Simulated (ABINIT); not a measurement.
Runs of ABINIT 10.8.3 (patched build) on BiTe. Symmetry: R-3m, No. 166, trigonal system. The conventional cell has a = 4.845 Å, b = 4.845 Å, c = 9.952 Å, α = 90.00°, β = 90.00°, γ = 120.00°. Around Bi (site symmetry -3m) lie 6 Te at 3.25 Å. Around Te (site symmetry -3m) lie 6 Bi at 3.25 Å. The cell comes from a database or a generator and needn't be the stable form of this composition.

```tsv
task	level	potentials or basis	cutoff (eV)	fine-grid cutoff	gap on the mesh (eV)	pressure (GPa)	V0 of scaled cells (Å³/atom)	B0 (GPa)
equation of state	PBEsol	PseudoDojo NC SR PBEsol v0.4.1 standard	1088	-	-	-	(b)	55
single point	PBEsol	PseudoDojo NC SR PBEsol v0.4.1 standard	1088	-	none	-2.3	-	-
equation of state	PBE	JTH PAW PBE v2.0	599	1197.3 eV	-	-	(a)	48
single point	PBE	JTH PAW PBE v2.0	599	1197.3 eV	none	0.1	-	-
```

Alike in all rows: no spin polarisation; cell as given; k mesh 7 × 7 × 7; smearing fermi-dirac 0.05 eV.

Question: Estimate the missing entries.

Answer: (a) 33.78; (b) 32.23.

Caveats: spin-orbit coupling is left out, which moves the levels of the heavy elements; pressures at fixed basis lie under the slope of the energies (some runs); the cell was scaled at fixed shape and fractional positions, which overstates the stiffness of a crystal with free parameters, most of all of layers and chains (some runs).

A k mesh can miss the band edges, and the runs leave out spin-orbit coupling on Bi, Te.

A gap of «none» marks a metal or a gap under the smearing width.

Not every run made on this cell is shown here.
